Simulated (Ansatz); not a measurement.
**FH3NPZn: basis-set convergence**

How large a basis does FH3NPZn need? Two functionals are run in growing sets.

Computed with Ansatz 0.2.0, Gaussian basis. Level: one geometry, several basis sets.

Plan: PBE0-D4/def2-SVP; ωB97M-V/def2-SVP; PBE0-D4/def2-QZVPP; ωB97M-V/def2-QZVPP; the functionals' def2-TZVPP values are taken from earlier runs.

## 1. Structure used throughout

An earlier PBE0-D4 in a triple-zeta def2 set relaxation fixed the geometry.

SMILES `N[PH][Zn][F]`, 7 atoms, charge 0, spin multiplicity 1.

Atoms are counted from 1 here; the program's logs count them from 0.

Bond lengths: N1–P2 1.714 Å, N1–H5 1.007 Å, N1–H6 1.007 Å, P2–Zn3 2.280 Å, P2–H7 1.421 Å, Zn3–F4 1.764 Å. Angles: P2–N1–H5 113.5°, P2–N1–H6 121.3°, H5–N1–H6 111.4°, N1–P2–Zn3 106.7°, N1–P2–H7 99.4°, Zn3–P2–H7 94.2°, P2–Zn3–F4 176.9°.

## 2. PBE0-D4 in def2-SVP

Contents of in.yaml:

```yaml
crystal:
  periodic: [false, false, false]
  atoms:
    - {symbol: N, position_ang: [-0.431991, 1.363751, -0.293802]}
    - {symbol: P, position_ang: [0.441327, 0.462493, 0.872908]}
    - {symbol: Zn, position_ang: [0.182854, -1.736574, 0.329316]}
    - {symbol: F, position_ang: [-0.101977, -3.435776, -0.047572]}
    - {symbol: H, position_ang: [-1.285907, 1.762120, 0.062635]}
    - {symbol: H, position_ang: [-0.547979, 1.027342, -1.235538]}
    - {symbol: H, position_ang: [1.743684, 0.556654, 0.312053]}
basis:
  gaussian: {orbitals: def2-SVP}
hamiltonian: {xc: pbe0, dispersion: d4}
output: {orbitals: {seedname: orbitals}}
```

The run is started by

```
$ ansatz run in.yaml --threads 2 --pin off --events-out ev --progress --plain --max-ram 4352MiB
```

The runs that follow: ωB97M-V in def2-SVP; PBE0-D4 in def2-QZVPP; ωB97M-V in def2-QZVPP.

Before running them: what should the planned runs give, taken together? Wanted: PBE0-D4: double and triple zeta above quadruple; ωB97M-V: double and triple zeta above quadruple.

**Answer**, as computed:

| quantity | value |
| --- | --- |
| PBE0-D4: double and triple zeta above quadruple | 17.62, 1.78 eV |
| ωB97M-V: double and triple zeta above quadruple | 17.70, 1.72 eV |

What this shows: PBE0-D4 gains 15.83 eV from double to triple zeta, then 1.78 eV more. These are total energies; as a rule much of such shifts cancels in differences, which this series doesn't test. The LUMO of ωB97M-V is positive and keeps falling with the basis (0.80 to 0.14 eV): an unbound level that the basis holds in place.
